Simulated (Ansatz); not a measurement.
# AlF₂H₅OSi (built from SMILES O[SiH3].[F][AlH][F]): a reaction path by the nudged elastic band

What path joins these two structures, and how high does it climb? Both ends were relaxed at PBE0-D4 in triple zeta. A second band with other settings follows.

The runs use Ansatz 0.2.0, Gaussian basis; PBE0-D4/def2-SVP.

22 further runs of the same task are left out: 22 set aside as unsound or not needed.

**1. The starting structure**

The first end: 10 atoms, charge 0, spin multiplicity 1.

Atoms are counted from 1 here; the program's logs count them from 0.

Bond lengths: Al1–H2 1.571 Å, Al1–F3 1.662 Å, Al1–F4 1.676 Å, Al1–O6 1.934 Å, H5–O6 0.962 Å, O6–Si7 1.717 Å, Si7–H8 1.484 Å, Si7–H9 1.471 Å, Si7–H10 1.474 Å. Angles: H2–Al1–F3 117.6°, H2–Al1–F4 117.8°, H2–Al1–O6 109.2°, F3–Al1–F4 116.6°, F3–Al1–O6 98.5°, F4–Al1–O6 90.6°, Al1–O6–H5 116.4°, Al1–O6–Si7 119.8°, H5–O6–Si7 116.6°, O6–Si7–H8 103.0°, O6–Si7–H9 106.8°, O6–Si7–H10 110.3°, H8–Si7–H9 111.4°, H8–Si7–H10 110.4°, H9–Si7–H10 114.3°.

Coordinates:

```xyz
10

Al   -1.66735   -0.12408    0.05026
H    -2.38750   -1.02246    1.11944
F    -2.15283   -0.27298   -1.53239
F    -1.13558    1.39049    0.53159
H     0.31584   -1.40002   -0.82067
O     0.16004   -0.72255   -0.15551
Si    1.45259    0.36587    0.14904
H     2.65326   -0.44666   -0.16662
H     1.39452    0.70540    1.57925
H     1.36711    1.52688   -0.75428
```

The second end:

| atom | x (Å) | y (Å) | z (Å) |
| --- | --- | --- | --- |
| Al1 | -1.4189 | 0.2707 | -0.1481 |
| H2 | -1.7980 | -1.8449 | 0.1584 |
| F3 | -2.1844 | -0.1055 | -1.5494 |
| F4 | -2.3232 | 0.8412 | 1.0938 |
| H5 | -1.4608 | -1.6855 | 0.8166 |
| O6 | 0.2410 | 0.3465 | -0.0802 |
| Si7 | 1.8587 | 0.5083 | -0.0745 |
| H8 | 2.4872 | -0.7102 | -0.6488 |
| H9 | 2.3446 | 0.6903 | 1.3181 |
| H10 | 2.2537 | 1.6888 | -0.8859 |

**2. The band at PBE0-D4/def2-SVP**

Contents of neb/in.yaml:

```yaml
crystal:
  periodic: [false, false, false]
  atoms:
    - {symbol: Al, position_ang: [-1.667345, -0.124080, 0.050256]}
    - {symbol: H, position_ang: [-2.387498, -1.022459, 1.119437]}
    - {symbol: F, position_ang: [-2.152831, -0.272977, -1.532386]}
    - {symbol: F, position_ang: [-1.135578, 1.390491, 0.531592]}
    - {symbol: H, position_ang: [0.315838, -1.400016, -0.820671]}
    - {symbol: O, position_ang: [0.160044, -0.722553, -0.155507]}
    - {symbol: Si, position_ang: [1.452586, 0.365867, 0.149038]}
    - {symbol: H, position_ang: [2.653255, -0.446657, -0.166622]}
    - {symbol: H, position_ang: [1.394522, 0.705403, 1.579246]}
    - {symbol: H, position_ang: [1.367106, 1.526883, -0.754282]}
basis:
  gaussian: {orbitals: def2-SVP}
hamiltonian: {xc: pbe0, dispersion: d4}
neb:
  images: 5
  climbing: true
  max_iterations: 40
  initial_path: idpp
  final_atoms:
    - {symbol: Al, position_ang: [-1.418866, 0.270731, -0.148064]}
    - {symbol: H, position_ang: [-1.798008, -1.844911, 0.158353]}
    - {symbol: F, position_ang: [-2.184379, -0.105487, -1.549369]}
    - {symbol: F, position_ang: [-2.323171, 0.841246, 1.093824]}
    - {symbol: H, position_ang: [-1.460765, -1.685483, 0.816604]}
    - {symbol: O, position_ang: [0.241012, 0.346540, -0.080247]}
    - {symbol: Si, position_ang: [1.858733, 0.508350, -0.074514]}
    - {symbol: H, position_ang: [2.487212, -0.710216, -0.648761]}
    - {symbol: H, position_ang: [2.344589, 0.690311, 1.318141]}
    - {symbol: H, position_ang: [2.253742, 1.688819, -0.885867]}
```

Command:

```console
ansatz run in.yaml --threads 4 --pin off --events-out ev --progress --plain --max-ram 9574MiB
```

**3. The band at PBE0-D4/STO-3G, other settings**

Edit neb/in.yaml of step 2 so:

```diff
@@ -14,9 +14,10 @@
 basis:
-  gaussian: {orbitals: def2-SVP}
+  gaussian: {orbitals: STO-3G}
 hamiltonian: {xc: pbe0, dispersion: d4}
 neb:
-  images: 5
-  climbing: true
-  max_iterations: 40
+  images: 4
+  climbing: false
+  max_iterations: 60
   initial_path: idpp
+  spring: 10.0
   final_atoms:
```

What does the calculation give? Wanted: from earlier runs: barrier over the separately found saddle, CCSD(T)/def2-TZVPP.

The runs gave:

| quantity | value |
| --- | --- |
| PBE0-D4/def2-SVP, 28 iterations | highest 78.0 kJ/mol (image 3), last end -6.5 kJ/mol |
| PBE0-D4/STO-3G, 21 iterations | highest 87.6 kJ/mol (image 5), last end +87.6 kJ/mol |
| from earlier runs: barrier over the separately found saddle, CCSD(T)/def2-TZVPP | 81.6 kJ/mol |

In words: The highest image lies 78.0 kJ/mol above the first end, and it climbed, so it estimates the saddle. The ends are not quite minima at this level (largest force component 0.57 eV/Å), so the heights are unreliable: relaxing the first end would lower it and raise the barrier above it. The highest image is 3.6 kJ/mol below the CCSD(T) barrier in triple zeta, which comes from separate runs on the saddle. The second band's highest image lies at 87.6 kJ/mol, an end point, so it found no barrier.
